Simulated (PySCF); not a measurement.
# CH8GeOSi: NMR shifts at several levels of theory, part 2 of 2

PySCF 2.14.0. Atoms count from 0. The steps go on from the part before.

## 9. NMR shieldings: KT3/pcSseg-2

What the job is given:

```
{"job": {"kind": "nmr", "xc": "KT3", "basis": "pcSseg-2", "pop": false}, "charge": 0, "multiplicity": 1}
C      2.261617     0.386195     0.275557
O      0.888472     0.638011     0.204310
Ge    -0.233092    -0.703721    -0.174944
Si    -2.394431     0.288243    -0.141619
H      2.674700    -0.000746    -0.677154
H      2.521112    -0.340074     1.071675
H      2.781165     1.330792     0.504139
H      0.155298    -1.288666    -1.554784
H     -0.050675    -1.809721     0.893345
H     -3.412692    -0.737850    -0.523980
H     -2.447904     1.416883    -1.117405
H     -2.701258     0.794048     1.229261
```

Method: GIAO KT3/pcSseg-2 NMR shielding, non-relativistic, gas phase.

Standard output:

```text
coarse grid: 43968 points
cycle   1  E = -2496.5521905907  dE = -5.821e-01  |g| = 1.017e+00  |ddm| = 2.314e+00
cycle   2  E = -2495.0665127569  dE =  1.486e+00  |g| = 2.687e+00  |ddm| = 4.821e+00
cycle   3  E = -2496.6846968592  dE = -1.618e+00  |g| = 3.012e-01  |ddm| = 4.678e+00
cycle   4  E = -2496.6987988572  dE = -1.410e-02  |g| = 2.190e-01  |ddm| = 3.435e-01
cycle   5  E = -2496.7041058805  dE = -5.307e-03  |g| = 3.896e-02  |ddm| = 1.050e-01
cycle   6  E = -2496.7043376376  dE = -2.318e-04  |g| = 8.425e-03  |ddm| = 2.776e-02
cycle   7  E = -2496.7043506884  dE = -1.305e-05  |g| = 3.004e-03  |ddm| = 7.329e-03
cycle   8  E = -2496.7043530858  dE = -2.397e-06  |g| = 8.414e-04  |ddm| = 2.824e-03
final grid: 90360 points
cycle   9  E = -2496.7043835170  dE =  6.293e-08  |g| = 1.274e-03  |ddm| = 2.440e-03
cycle  10  E = -2496.7043829212  dE =  5.958e-07  |g| = 2.125e-03  |ddm| = 1.941e-03
cycle  11  E = -2496.7043838739  dE = -9.527e-07  |g| = 3.502e-04  |ddm| = 1.235e-03
cycle  12  E = -2496.7043838983  dE = -2.442e-08  |g| = 4.381e-05  |ddm| = 2.624e-04
cycle  13  E = -2496.7043838988  dE = -4.407e-10  |g| = 8.225e-06  |ddm| = 3.825e-05
converged SCF energy = -2496.7043838988

GIAO shielding tensors (ppm)
atom      isotropic    diamagn.    paramagn.     s11        s22        s33       span
  0 C      120.007     236.807    -116.799     89.199     89.572    181.251     92.052
  1 O      316.766     389.368     -72.602    287.363    330.066    332.870     45.507
  2 Ge    1385.840    2763.326   -1377.486   1205.870   1292.828   1658.823    452.953
  3 Si     458.642     881.150    -422.508    453.366    455.515    467.045     13.679
  4 H       27.784      28.554      -0.770     24.135     24.848     34.370     10.235
  5 H       27.768      28.544      -0.776     24.103     24.849     34.351     10.248
  6 H       27.432      27.611      -0.179     23.406     24.706     34.184     10.778
  7 H       26.226      30.385      -4.159     20.625     22.103     35.948     15.323
  8 H       26.222      30.382      -4.160     20.669     22.082     35.916     15.247
  9 H       27.900      27.978      -0.078     24.921     25.521     33.258      8.337
 10 H       27.755      28.594      -0.839     24.581     25.905     32.780      8.199
 11 H       27.756      28.561      -0.805     24.574     25.872     32.822      8.248
```

It took 42 s on 1 thread of Arm Neoverse V2, shared host; peak memory 1.1 GiB.

This run: δ C0 61.3, O1 7.0, Ge2 -51, Si3 -100.4, H7 5.13, H4 3.69 ppm (means over like atoms).

## 10. Nuclear shieldings: B97-D/pcSseg-2

Same as in step 9 but for these lines:

```diff
@@ -1,2 +1,2 @@
-{"job": {"kind": "nmr", "xc": "KT3", "basis": "pcSseg-2", "pop": false}, "charge": 0, "multiplicity": 1}
+{"job": {"kind": "nmr", "xc": "B97-D", "basis": "pcSseg-2", "pop": false}, "charge": 0, "multiplicity": 1}
 C      2.261617     0.386195     0.275557
```

With the program's defaults for keys left out, this is: GIAO B97-D/pcSseg-2 NMR shielding, non-relativistic, gas phase.

Standard output:

```text
coarse grid: 43968 points
cycle   1  E = -2485.5500331623  dE = -5.908e-01  |g| = 1.191e+00  |ddm| = 2.349e+00
cycle   2  E = -2484.0807586284  dE =  1.469e+00  |g| = 2.832e+00  |ddm| = 4.173e+00
cycle   3  E = -2485.6593812121  dE = -1.579e+00  |g| = 5.160e-01  |ddm| = 4.080e+00
cycle   4  E = -2485.7040770035  dE = -4.470e-02  |g| = 2.400e-01  |ddm| = 4.142e-01
cycle   5  E = -2485.7097899571  dE = -5.713e-03  |g| = 5.051e-02  |ddm| = 1.143e-01
cycle   6  E = -2485.7102225882  dE = -4.326e-04  |g| = 1.442e-02  |ddm| = 4.130e-02
cycle   7  E = -2485.7102628362  dE = -4.025e-05  |g| = 4.374e-03  |ddm| = 9.955e-03
cycle   8  E = -2485.7102673262  dE = -4.490e-06  |g| = 9.578e-04  |ddm| = 3.569e-03
final grid: 90360 points
cycle   9  E = -2485.7103498654  dE =  1.460e-07  |g| = 1.761e-03  |ddm| = 3.240e-03
cycle  10  E = -2485.7103478476  dE =  2.018e-06  |g| = 3.791e-03  |ddm| = 3.354e-03
cycle  11  E = -2485.7103505174  dE = -2.670e-06  |g| = 4.884e-04  |ddm| = 2.207e-03
cycle  12  E = -2485.7103505783  dE = -6.099e-08  |g| = 8.834e-05  |ddm| = 4.555e-04
cycle  13  E = -2485.7103505797  dE = -1.376e-09  |g| = 7.788e-06  |ddm| = 5.791e-05
cycle  14  E = -2485.7103505797  dE = -1.273e-11  |g| = 2.072e-06  |ddm| = 6.063e-06
converged SCF energy = -2485.7103505797

GIAO shielding tensors (ppm)
atom      isotropic    diamagn.    paramagn.     s11        s22        s33       span
  0 C      116.543     237.665    -121.122     85.481     85.682    178.465     92.984
  1 O      317.459     390.743     -73.284    286.113    331.362    334.901     48.789
  2 Ge    1316.354    2760.966   -1444.613   1125.906   1219.349   1603.807    477.901
  3 Si     437.091     879.936    -442.845    430.312    433.344    447.618     17.307
  4 H       27.757      28.577      -0.820     24.133     24.805     34.334     10.201
  5 H       27.741      28.566      -0.826     24.101     24.807     34.315     10.214
  6 H       27.412      27.888      -0.476     23.409     24.715     34.113     10.705
  7 H       26.039      29.983      -3.944     20.408     21.948     35.761     15.352
  8 H       26.036      29.982      -3.946     20.453     21.926     35.729     15.276
  9 H       27.855      28.136      -0.282     24.930     25.519     33.115      8.185
 10 H       27.707      28.713      -1.006     24.589     25.902     32.629      8.040
 11 H       27.707      28.681      -0.974     24.582     25.868     32.670      8.088
```

Wall time 44 s (1 thread of Arm Neoverse V2, shared host); peak memory 1.1 GiB.

In short: δ C0 62.5, O1 7.7, Ge2 -52, Si3 -100.5, H7 5.36, H4 3.76 ppm (means over like atoms).

## 11. NMR shieldings: B3LYP/pcSseg-2

Same as in step 10 but for these lines:

```diff
@@ -1,2 +1,2 @@
-{"job": {"kind": "nmr", "xc": "B97-D", "basis": "pcSseg-2", "pop": false}, "charge": 0, "multiplicity": 1}
+{"job": {"kind": "nmr", "xc": "B3LYP", "basis": "pcSseg-2", "pop": false}, "charge": 0, "multiplicity": 1}
 C      2.261617     0.386195     0.275557
```

Method: GIAO B3LYP/pcSseg-2 NMR shielding, non-relativistic, gas phase.

Standard output:

```text
coarse grid: 43968 points
cycle   1  E = -2484.6706652845  dE = -6.136e-01  |g| = 1.315e+00  |ddm| = 2.327e+00
cycle   2  E = -2484.1415395816  dE =  5.291e-01  |g| = 2.163e+00  |ddm| = 1.938e+00
cycle   3  E = -2484.7939993713  dE = -6.525e-01  |g| = 4.127e-01  |ddm| = 1.748e+00
cycle   4  E = -2484.8229875006  dE = -2.899e-02  |g| = 1.265e-01  |ddm| = 2.506e-01
cycle   5  E = -2484.8243708566  dE = -1.383e-03  |g| = 2.019e-02  |ddm| = 5.663e-02
cycle   6  E = -2484.8244228378  dE = -5.198e-05  |g| = 5.348e-03  |ddm| = 1.435e-02
cycle   7  E = -2484.8244287677  dE = -5.930e-06  |g| = 1.328e-03  |ddm| = 3.837e-03
final grid: 90360 points
cycle   8  E = -2484.8244363126  dE =  2.067e-07  |g| = 1.745e-03  |ddm| = 2.654e-03
cycle   9  E = -2484.8244355498  dE =  7.628e-07  |g| = 2.567e-03  |ddm| = 2.716e-03
cycle  10  E = -2484.8244369995  dE = -1.450e-06  |g| = 4.313e-04  |ddm| = 1.704e-03
cycle  11  E = -2484.8244370320  dE = -3.249e-08  |g| = 1.858e-05  |ddm| = 2.008e-04
cycle  12  E = -2484.8244370320  dE = -6.230e-11  |g| = 2.226e-06  |ddm| = 1.341e-05
converged SCF energy = -2484.8244370320

GIAO shielding tensors (ppm)
atom      isotropic    diamagn.    paramagn.     s11        s22        s33       span
  0 C      117.555     234.325    -116.770     86.566     87.071    179.029     92.463
  1 O      329.766     390.369     -60.603    299.329    341.012    348.956     49.627
  2 Ge    1343.249    2757.754   -1414.505   1158.790   1250.474   1620.481    461.691
  3 Si     428.074     878.495    -450.421    421.701    425.008    437.514     15.813
  4 H       27.866      28.607      -0.742     24.167     24.995     34.435     10.268
  5 H       27.848      28.595      -0.747     24.137     24.993     34.415     10.278
  6 H       27.457      28.155      -0.698     23.335     24.817     34.219     10.885
  7 H       26.215      29.788      -3.573     20.487     22.111     36.046     15.559
  8 H       26.212      29.786      -3.574     20.531     22.089     36.016     15.484
  9 H       27.871      27.973      -0.103     24.873     25.482     33.257      8.384
 10 H       27.708      28.446      -0.738     24.517     25.865     32.742      8.224
 11 H       27.709      28.422      -0.713     24.513     25.829     32.784      8.270
```

Wall time 36 s (1 thread of Arm Neoverse V2, shared host); peak memory 1.2 GiB.

Key values: δ C0 61.6, O1 -3.9, Ge2 -50, Si3 -103.5, H7 5.18, H4 3.67 ppm (means over like atoms).

## 12. Comparing the runs: NMR shifts

Shifts (ppm), means over like atoms, with basis size and wall time:

| run | C0 | H7 | H9 | H4 | O1 | Ge2 | Si3 | functions | time |
| --- | --- | --- | --- | --- | --- | --- | --- | --- | --- |
| HF/pcSseg-2 | 54.0 | 4.62 | 3.49 | 3.30 | -47.7 | -61 | -92.5 | 290 | 25 s |
| LDA/pcSseg-2 | 64.3 | 5.76 | 3.87 | 3.84 | 6.8 | -31 | -116.0 | 290 | 38 s |
| PBE/pcSseg-2 | 63.3 | 5.43 | 3.73 | 3.78 | 7.9 | -45 | -108.7 | 290 | 45 s |
| BLYP/pcSseg-2 | 63.8 | 5.35 | 3.67 | 3.82 | 12.7 | -52 | -106.6 | 290 | 45 s |
| BP86/pcSseg-2 | 63.4 | 5.46 | 3.74 | 3.77 | 6.1 | -45 | -106.3 | 290 | 45 s |
| OPBE/pcSseg-2 | 61.1 | 5.30 | 3.68 | 3.65 | 4.9 | -46 | -101.8 | 290 | 45 s |
| KT2/pcSseg-2 | 62.5 | 5.38 | 3.67 | 3.76 | 3.9 | -43 | -106.6 | 290 | 43 s |
| KT3/pcSseg-2 | 61.3 | 5.13 | 3.55 | 3.69 | 7.0 | -51 | -100.4 | 290 | 42 s |
| B97-D/pcSseg-2 | 62.5 | 5.36 | 3.64 | 3.76 | 7.7 | -52 | -100.5 | 290 | 44 s |
| B3LYP/pcSseg-2 | 61.6 | 5.18 | 3.63 | 3.67 | -3.9 | -50 | -103.5 | 290 | 36 s |

## 13. Summary of results

The summary covers parts 1 to 2.

```
                                                            quantity                 value
                                ¹³C shifts against TMS (HF/pcSseg-2)              54.0 ppm
¹H shifts against TMS (HF/pcSseg-2, means over atoms taken as alike)  4.62, 3.49, 3.30 ppm
                                ¹⁷O shifts against H2O (HF/pcSseg-2)             -47.7 ppm
                             ⁷³Ge shifts against GeMe4 (HF/pcSseg-2)               -61 ppm
                               ²⁹Si shifts against TMS (HF/pcSseg-2)             -92.5 ppm
                                            range of the shift of O1     -47.7 to 12.7 ppm
```

Single values in the summary come from the first sound run of each kind (HF/pcSseg-2), which need not be the best level. At HF/pcSseg-2: The largest span, 351 ppm, is at Ge2, where the paramagnetic term is -1203 ppm. Across the 10 runs the shift of O1 moves most, between -47.7 (HF/pcSseg-2) and 12.7 ppm (BLYP/pcSseg-2). Spin-orbit coupling is left out, which matters for shieldings and couplings at and beside the heavy atoms.
